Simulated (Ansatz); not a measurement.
# C₂H₄SeSi: up Jacob's ladder to CCSD(T)

One table from this session's results is given with a row withheld; the runs are named, their logs left out.

Program: Ansatz 0.2.0, Gaussian basis. Level of theory: functionals in def2-TZVPP, the program's frozen cores in correlated methods. These are calculated values, not measurements.

Levels to be run: LDA (SPW92), PBE-D4, revPBE-D4, BLYP-D4, r2SCAN-D4, B97M-V, PBE0-D4, B3LYP-D4, r2SCANh-D4, r2SCAN0-D4, HSE06-D4, BHLYP-D4, CAM-B3LYP-D4, LC-ωPBE, ωB97X-V, ωB97M-V, B2PLYP, PBE-QIDH; CCSD(T)/def2-SVP; CCSD(T)/def2-TZVPP; MP2/def2-QZVPP; extrapolation to the limit; RPA on PBE.

## Structure used throughout

An earlier PBE0-D4 in a triple-zeta def2 set relaxation fixed the geometry.

8 atoms, charge 0, spin multiplicity 1.

Atoms are counted from 1 here; the program's logs count them from 0.

Bond lengths: C1–C2 1.204 Å, C1–H5 1.065 Å, C2–Se3 1.826 Å, Se3–Si4 2.294 Å, Si4–H6 1.481 Å, Si4–H7 1.481 Å, Si4–H8 1.484 Å. Angles: C2–C1–H5 179.9°, C1–C2–Se3 178.7°, C2–Se3–Si4 93.7°, Se3–Si4–H6 109.9°, Se3–Si4–H7 109.9°, Se3–Si4–H8 104.8°, H6–Si4–H7 110.4°, H6–Si4–H8 110.9°, H7–Si4–H8 110.9°.

Coordinates:

```csv
atom,x (Å),y (Å),z (Å)
C1,1.82235,1.30912,-0.89566
C2,1.42573,0.58495,-0.01929
Se3,0.86080,-0.51001,1.32816
Si4,-1.22750,-0.79333,0.42214
H5,2.17492,1.94955,-1.66955
H6,-1.91579,0.51477,0.32346
H7,-1.11575,-1.42097,-0.91509
H8,-1.93276,-1.69128,1.37003
```

Set-up of the first run:

Contents of in.yaml:

```yaml
crystal:
  periodic: [false, false, false]
  atoms:
    - {symbol: C, position_ang: [1.822351, 1.309123, -0.895659]}
    - {symbol: C, position_ang: [1.425727, 0.584947, -0.019288]}
    - {symbol: Se, position_ang: [0.860799, -0.510014, 1.328156]}
    - {symbol: Si, position_ang: [-1.227500, -0.793333, 0.422143]}
    - {symbol: H, position_ang: [2.174920, 1.949554, -1.669549]}
    - {symbol: H, position_ang: [-1.915793, 0.514770, 0.323460]}
    - {symbol: H, position_ang: [-1.115747, -1.420965, -0.915092]}
    - {symbol: H, position_ang: [-1.932757, -1.691283, 1.370029]}
basis:
  gaussian: {orbitals: def2-TZVPP}
hamiltonian: {xc: lda}
output: {orbitals: {seedname: orbitals}}
```

On the command line:

```console
$ ansatz run in.yaml --threads 2 --pin off --events-out ev --progress --plain --max-ram 4352MiB
```

Steps of the session up to this table: LDA; PBE-D4 (GGA); revPBE-D4 (GGA); BLYP-D4 (GGA); r2SCAN-D4 (meta-GGA); B97M-V (meta-GGA); PBE0-D4 (hybrid); B3LYP-D4 (hybrid); r2SCANh-D4 (hybrid); r2SCAN0-D4 (hybrid); HSE06-D4 (hybrid); BHLYP-D4 (hybrid); CAM-B3LYP-D4 (range-separated); LC-ωPBE (range-separated); ωB97X-V (range-separated); ωB97M-V (range-separated); B2PLYP (double hybrid); PBE-QIDH (double hybrid).

One of the session's tables, all rows but one given; the rest of the session is left out.

It belongs to the step «Frontier levels by functional». 

```
  functional  HOMO (eV)  gap (eV)
 LDA (SPW92)      -5.86      4.25
      PBE-D4      -5.71      4.34
   revPBE-D4      -5.66      4.37
     BLYP-D4      -5.53      4.30
   r2SCAN-D4      -5.93      4.86
      B97M-V      -6.00      4.86
     PBE0-D4      -6.78      6.28
    B3LYP-D4      -6.55      5.84
  r2SCANh-D4      -6.33      5.57
  r2SCAN0-D4      -6.93      6.62
    HSE06-D4      -6.39      5.52
    BHLYP-D4      -7.70      8.12
CAM-B3LYP-D4          ?         ?
     LC-ωPBE      -9.32     10.98
     ωB97X-V      -8.98     10.52
     ωB97M-V      -8.86     10.13
```

**Question.** Estimate the row for CAM-B3LYP-D4.

The run gave: HOMO (eV): -8.00; gap (eV): 8.52. In the column «HOMO (eV)» it lies between ωB97M-V (-8.86) and BHLYP-D4 (-7.70).
